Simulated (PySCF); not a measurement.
# CH5BFNO: the cost of one run

Programs: PySCF 2.14.0, with density-fitted response routines of our own. Each step states its level of theory. These are calculated values for one molecule in the gas phase, unless marked as measured. Atoms count from 0, in the outputs and in this text.

### 1 Starting geometry

10 atoms, charge 0, multiplicity 1; geometry from: GFN2-xTB. The atoms were then displaced at random by about 0.01 Å, so the start is not that level's minimum.

Bonds of the start (Å): N0–B1 1.37, B1–O2 1.36, O2–C3 1.40, C3–F4 1.39, N0–H5 1.03, N0–H6 1.01, B1–H7 1.15, C3–H8 1.11, C3–H9 1.08.

### 2 Relaxing the molecule at PBE0-D3(BJ)/def2-SVP

The job: settings as JSON, then the geometry in Å.

```
{"job": {"xc": "PBE0", "basis": "def2-SVP", "d3": "d3bj", "grid": 1, "shake": 0.01, "kind": "geom"}, "charge": 0, "multiplicity": 1}
N     -1.314210     0.382370    -0.411690
B     -0.950160    -0.522840     0.543040
O      0.340240    -0.728660     0.910340
C      1.451350    -0.010590     0.440250
F      1.496910    -0.055380    -0.944970
H     -2.293070     0.539620    -0.700820
H     -0.680000     0.944850    -0.968430
H     -1.710300    -1.171970     1.105260
H      1.361840     1.063310     0.725530
H      2.347850    -0.461640     0.825610
```

Command:

```console
OMP_NUM_THREADS=1 python probes_run.py task.json out
```

The driver reads the jobs from task.json and runs them one after another.

Q: Estimate the wall time and peak memory of this first job on 1 thread of Arm Neoverse V2, shared host.

About 16 s, with a peak of 0.39 GiB.
